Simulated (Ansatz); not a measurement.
# Rb3Zn2: the cost of one run

Method: DFT PBE, scalar-relativistic, plane waves, PAW, unless a step names another level, in Ansatz 0.2.0.

11 further runs of the same task are left out: 1 that didn't finish, 10 set aside as unsound or not needed.

## (1) The formula and the candidates

Pauling electronegativities: Rb 0.82, Zn 1.65 (spread 0.83). It is an alloy, so charge balance gives no guide. Tabulated atomic sizes suggest about 30 Å³/atom. 24 candidates were drawn, by swapping species into database cells of other compounds, at random by space group and Wyckoff sites, or by hand, as the table says:

| name | made from | space group no. | Wyckoff sites | atoms (primitive cell) | V (Å³/atom) |
| --- | --- | --- | --- | --- | --- |
| c01 | database cell of Br2Cl3 | 166 | Rb 9d; Zn 6c | 5 | 42.0 |
| c02 | random | 191 | Rb 3f; Zn 2e | 5 | 33.1 |
| c03 | random | 189 | Rb 3g; Zn 1a, 1b | 5 | 35.4 |
| c04 | random | 191 | Rb 2c, 1a; Zn 2d | 5 | 36.9 |
| c05 | random | 227 | Rb 16c, 8b; Zn 16d | 10 | 33.6 |
| c06 | random | 166 | Rb 9d; Zn 3b, 3a | 5 | 34.5 |
| c07 | random | 139 | Rb 4d, 2a; Zn 4c | 5 | 35.6 |
| c08 | random | 156 | Rb 3d; Zn 1a, 1a | 5 | 35.3 |
| c09 | random | 221 | Rb 3d; Zn 1b, 1a | 5 | 30.8 |
| c10 | database cell of Er2Se3 | 115 | Rb 2g, 1b; Zn 2g | 5 | 29.0 |
| c11 | random | 139 | Rb 4d, 2a; Zn 4e | 5 | 38.9 |
| c12 | random | 160 | Rb 9b; Zn 3a, 3a | 5 | 31.3 |
| c13 | database cell of Mg2Sb3 | 164 | Rb 2d, 1a; Zn 2d | 5 | 36.3 |
| c14 | random | 123 | Rb 2h, 1b; Zn 2e | 5 | 31.2 |
| c15 | database cell of Ni3S2 | 155 | Rb 9e; Zn 6c | 5 | 26.7 |
| c16 | random | 139 | Rb 4e, 2b; Zn 4c | 5 | 36.3 |
| c17 | random | 183 | Rb 3c; Zn 2b | 5 | 37.3 |
| c18 | random | 194 | Rb 4f, 2c; Zn 2a, 2b | 10 | 38.6 |
| c19 | random | 146 | Rb 9b; Zn 3a, 3a | 5 | 32.0 |
| c20 | database cell of Zn3As2 | 224 | Rb 6d; Zn 4b | 10 | 33.7 |
| c21 | random | 191 | Rb 4h, 2d; Zn 3f, 1b | 10 | 35.8 |
| c22 | random | 191 | Rb 2c, 1b; Zn 2e | 5 | 38.8 |
| c23 | database cell of Al2S3 | 167 | Rb 18e; Zn 12c | 10 | 26.5 |
| c24 | random | 164 | Rb 3e; Zn 2d | 5 | 37.3 |

## (2) Screening run of c17

Input file input.yaml:

```yaml
crystal:
  lattice:
    - [6.34073, 0.0, 0.0]
    - [-3.170365, 5.49123326, 0.0]
    - [0.0, 0.0, 5.35077614]
  atoms:
    - { symbol: Rb, position: [0.5, 0.0, 0.08417397] }
    - { symbol: Rb, position: [0.0, 0.5, 0.08417397] }
    - { symbol: Rb, position: [0.5, 0.5, 0.08417397] }
    - { symbol: Zn, position: [0.33333333, 0.66666667, 0.59103846] }
    - { symbol: Zn, position: [0.66666667, 0.33333333, 0.59103846] }
basis:
  ecutwfc: 420
kpoints:
  mp_grid: { grid: [3, 3, 3] }
hamiltonian:
  xc: pbe
scf:
  occupations: { method: gaussian, width: 0.2 }
  lower_state_search: "off"
output:
  forces: true
  stress: true
  eigenvalues: true
relax:
  adjacent_minimum: "off"
  f_tol: 0.08
  max_steps: 16
  cell: { stress_tol: 0.8 }
```

Run with:

```bash
> ansatz run input.yaml --threads 1 --pin off --max-ram 2560MiB --backend cpu --events-out ev --progress --plain --runs-dir out
```

What time and memory should one allow on 1 thread of Arm Neoverse V1, shared host?

About 63 s, with a peak of 0.48 GiB.
